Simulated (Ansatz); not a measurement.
# CH4OSSi: the cost of one run

Method: RKS B3LYP-D4/def2-SVP, in Ansatz 0.2.0.

## 1. The starting structure

Bond lengths: C1–Si2 1.882 Å, Si2–O3 1.508 Å, Si2–S4 2.143 Å, C1–H5 1.088 Å, C1–H6 1.088 Å, C1–H7 1.088 Å, S4–H8 1.323 Å. Angles: C1–Si2–O3 132.8°, C1–Si2–S4 107.8°, O3–Si2–S4 119.4°, Si2–C1–H5 110.4°, Si2–C1–H6 110.3°, Si2–C1–H7 112.2°, H5–C1–H6 107.1°, H5–C1–H7 108.2°, H6–C1–H7 108.4°, Si2–S4–H8 94.3°.

Coordinates:

```xyz
8

C    -0.1940    1.2627   -0.1808
Si    0.5517   -0.4427    0.0971
O     1.9709   -0.9265    0.2546
S    -1.0567   -1.8565    0.1802
H     0.1308    1.6678   -1.1367
H     0.1431    1.9518    0.5903
H    -1.2819    1.2427   -0.1717
H    -0.2638   -2.8994    0.3670
```

## 2. Preparing the start

The input, input.yaml:

```yaml
crystal:
  periodic: [false, false, false]
  atoms:
    - { symbol: C, position_ang: [-0.19396, 1.26273, -0.18078] }
    - { symbol: Si, position_ang: [0.55169, -0.44268, 0.09709] }
    - { symbol: O, position_ang: [1.97087, -0.92647, 0.25462] }
    - { symbol: S, position_ang: [-1.05668, -1.8565, 0.18017] }
    - { symbol: H, position_ang: [0.13077, 1.66782, -1.1367] }
    - { symbol: H, position_ang: [0.14307, 1.95182, 0.59027] }
    - { symbol: H, position_ang: [-1.28189, 1.24266, -0.17166] }
    - { symbol: H, position_ang: [-0.26385, -2.89938, 0.36699] }
basis:
  gaussian: { orbitals: def2-SVP }
hamiltonian:
  xc: b3lyp
  dispersion: d4
relax:
  f_tol: 0.02
  max_steps: 40
scf:
  lower_state_search: "off"
output:
  orbitals: {}
```

Command:

```
> ansatz run input.yaml --threads 1 --pin off --max-ram 2048MiB --backend cpu --events-out ev --progress --plain --runs-dir out
```

What time and memory should one allow on 1 thread of Intel Xeon Platinum 8375C at 2.90GHz (Ice Lake), shared host?

About 17 s, with a peak of 0.16 GiB.
